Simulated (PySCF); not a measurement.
# [Pr(PH3)]3+: other functionals and bases at one geometry

The task here is to estimate one member of a computed series from the others.

Program: PySCF 2.14.0. Level of theory: several levels, as the steps say, no spin–orbit coupling. These are calculated values, not measurements.

1 further run of the same task is left out (for a known fault of the program).

## Starting geometry

5 atoms, charge 3, spin multiplicity 1.

Bond lengths: Pr1–P2 3.016 Å, P2–H3 1.427 Å, P2–H4 1.427 Å, P2–H5 1.427 Å. Angles: Pr1–P2–H3 112.0°, Pr1–P2–H4 112.0°, Pr1–P2–H5 112.0°, H3–P2–H4 106.9°, H3–P2–H5 106.9°, H4–P2–H5 106.9°.

Geometry (Å):

| atom | x (Å) | y (Å) | z (Å) |
| --- | --- | --- | --- |
| Pr1 | 0.0000 | 0.0000 | -0.4981 |
| P2 | 0.0000 | 0.0000 | 2.5178 |
| H3 | 1.3232 | 0.0000 | 3.0514 |
| H4 | -0.6616 | 1.1459 | 3.0514 |
| H5 | -0.6616 | -1.1459 | 3.0514 |

Formal oxidation states: Pr +3. Each metal's 2 4f electrons lie in its core potential, so multiplicities, spins and levels count the valence alone. An earlier session relaxed this geometry at PBE0, Pr lcecp-1-SVP with ECP48, P def2-SVP, H def2-SVP (singlet, point group C3v).

At PBE0 on the finer grid: E = -374.481769 Eh, HOMO -23.66 eV, LUMO -19.19 eV, Mulliken charge on Pr1 +2.34 e, largest force component 0.016 eV/Å. 

Levels to run: revPBE; M06-L; PBE0, TZVP. Hardware: 2 threads of Arm Neoverse V2, shared host.

The first run:

File run.py (the lines that set the calculation):

```python
mol = gto.M(atom='''
Pr     0.00000     0.00000    -0.49809
P      0.00000     0.00000     2.51783
H      1.32318    -0.00001     3.05143
H     -0.66158     1.14591     3.05143
H     -0.66159    -1.14590     3.05143''',
    basis={'Pr': 'lcecp-1-SVP', 'P': 'def2-SVP', 'H': 'def2-SVP'},
    ecp={'Pr': 'lcecp-1-SVP'},
    charge=3, spin=0)
mf = dft.RKS(mol, xc='PBE_R,PBE')
mf.grids.atom_grid = (75, 302)  # f atoms: unpruned, at least (60, 302)
mf = mf.density_fit()  # fitting sets: Pr AutoAux, P def2-universal-JKFIT, H def2-universal-JKFIT
mf.conv_tol = 1e-08; mf.max_cycle = 55
mf.kernel(dm0)  # dm0: the density of the relaxed state
```

Run with:

```sh
OMP_NUM_THREADS=2 python run.py
```

Steps of the session up to this table: revPBE; M06-L; PBE0, TZVP.

One table of the session follows, with a row left open; its other results are not shown here.

| level | HOMO (eV) | gap (eV) | charge on Pr1 (e) | dipole (D) | largest force component (eV/Å) |
| --- | --- | --- | --- | --- | --- |
| PBE0 (relaxed here) | -23.66 | 4.46 | 2.34 | 1.68 | 0.02 |
| revPBE | -22.67 | 2.56 | 2.30 | 2.18 | 0.24 |
| M06-L | -22.80 | 3.19 | 2.40 | 1.39 | 0.17 |
| PBE0, TZVP | ? | ? | ? | ? | ? |

Estimate the missing values for PBE0, TZVP.

**Answer.** HOMO (eV): -23.54; gap (eV): 4.42; charge on Pr1 (e): 2.38; dipole (D): 1.83; largest force component (eV/Å): 0.18. In the column «HOMO (eV)» it lies between PBE0 (relaxed here) (-23.66) and M06-L (-22.80).

The dipole of a charged species depends on the origin, so these sizes hold for this origin alone.

In one basis the HOMO–LUMO gap runs from 2.56 eV (revPBE) to 4.46 eV (PBE0). The largest leftover force, 0.24 eV/Å with revPBE, stands at a geometry relaxed at another level. With 4f in the core, its levels are missing from HOMO and gap, and its count is fixed, so no charge can pass from the ligands into it. Total energies of different levels can't be compared.
